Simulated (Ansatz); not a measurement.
# BCl₂GeH₅Si: one species, many methods

An exercise on one series of results from a longer session: the logs are not shown, and one member is left open.

The runs use Ansatz 0.2.0, Gaussian basis; functionals in def2-TZVPP, the program's frozen cores in correlated methods.

Levels to be run: PBE-D4, r2SCAN-D4, PBE0-D4, B3LYP-D4, ωB97X-V, ωB97M-V, B2PLYP; CCSD(T)/def2-TZVPP; MP2/def2-QZVPP; extrapolation to the limit.

## The relaxed structure

The geometry comes from an earlier relaxation with PBE0-D4 in a triple-zeta def2 set; it is a stationary point, not always the lowest conformer.

10 atoms, charge 0, spin multiplicity 1.

Atoms are counted from 1 here; the program's logs count them from 0.

Bond lengths: Si1–Ge2 2.388 Å, Si1–H6 1.484 Å, Si1–H7 1.485 Å, Si1–H8 1.487 Å, Ge2–Cl3 2.173 Å, Ge2–B4 2.061 Å, Ge2–H9 1.541 Å, B4–Cl5 1.726 Å, B4–H10 1.194 Å. Angles: Ge2–Si1–H6 109.3°, Ge2–Si1–H7 108.9°, Ge2–Si1–H8 109.4°, H6–Si1–H7 110.0°, H6–Si1–H8 109.7°, H7–Si1–H8 109.4°, Si1–Ge2–Cl3 105.5°, Si1–Ge2–B4 113.5°, Si1–Ge2–H9 110.6°, Cl3–Ge2–B4 109.5°, Cl3–Ge2–H9 105.9°, B4–Ge2–H9 111.4°, Ge2–B4–Cl5 121.3°, Ge2–B4–H10 121.0°, Cl5–B4–H10 117.7°.

Set-up of the first run:

Input file in.yaml:

```yaml
crystal:
  periodic: [false, false, false]
  atoms:
    - {symbol: Si, position_ang: [-1.595567, 0.772310, -0.192944]}
    - {symbol: Ge, position_ang: [0.562314, -0.151581, -0.633604]}
    - {symbol: Cl, position_ang: [0.191731, -2.022569, -1.674823]}
    - {symbol: B, position_ang: [1.662110, -0.519089, 1.070053]}
    - {symbol: Cl, position_ang: [1.927012, -2.127843, 1.635181]}
    - {symbol: H, position_ang: [-2.326665, 0.943173, -1.473092]}
    - {symbol: H, position_ang: [-2.341179, -0.151052, 0.698967]}
    - {symbol: H, position_ang: [-1.441747, 2.090870, 0.477669]}
    - {symbol: H, position_ang: [1.339782, 0.736355, -1.625110]}
    - {symbol: H, position_ang: [2.105210, 0.378228, 1.720800]}
basis:
  gaussian: {orbitals: def2-TZVPP}
hamiltonian: {xc: pbe, dispersion: d4}
output: {forces: true, orbitals: {seedname: orbitals}}
```

The run is started by

```sh
$ ansatz run in.yaml --threads 2 --pin off --events-out ev --progress --plain --max-ram 31744MiB --backend cuda --devices 0, --max-vram 18GiB
```

Among the steps run: PBE-D4 (GGA); r2SCAN-D4 (meta-GGA); PBE0-D4 (hybrid); B3LYP-D4 (hybrid); ωB97X-V (range-separated); ωB97M-V (range-separated); B2PLYP (double hybrid); CCSD(T) in def2-TZVPP; MP2 in def2-QZVPP.

One table of the session follows, with a row left open; its other results are not shown here.

It belongs to the step «Atomisation energies». 

```
            method  atomisation energy (kJ/mol)
            PBE-D4                       2969.6
         r2SCAN-D4                       2985.6
           PBE0-D4                       2953.9
          B3LYP-D4                       2939.4
           ωB97X-V                       2985.7
           ωB97M-V                       2959.4
            B2PLYP                       2906.6
     HF/def2-TZVPP                       2243.1
    MP2/def2-TZVPP                            ?
   CCSD/def2-TZVPP                       2847.7
CCSD(T)/def2-TZVPP                       2890.3
           MP2/CBS                       2986.1
       CCSD(T)/CBS                       2959.7
```

Estimate the missing values for MP2/def2-TZVPP.

The run gave: atomisation energy (kJ/mol): 2916.8. In the column «atomisation energy (kJ/mol)» it lies between B2PLYP (2906.6) and B3LYP-D4 (2939.4).
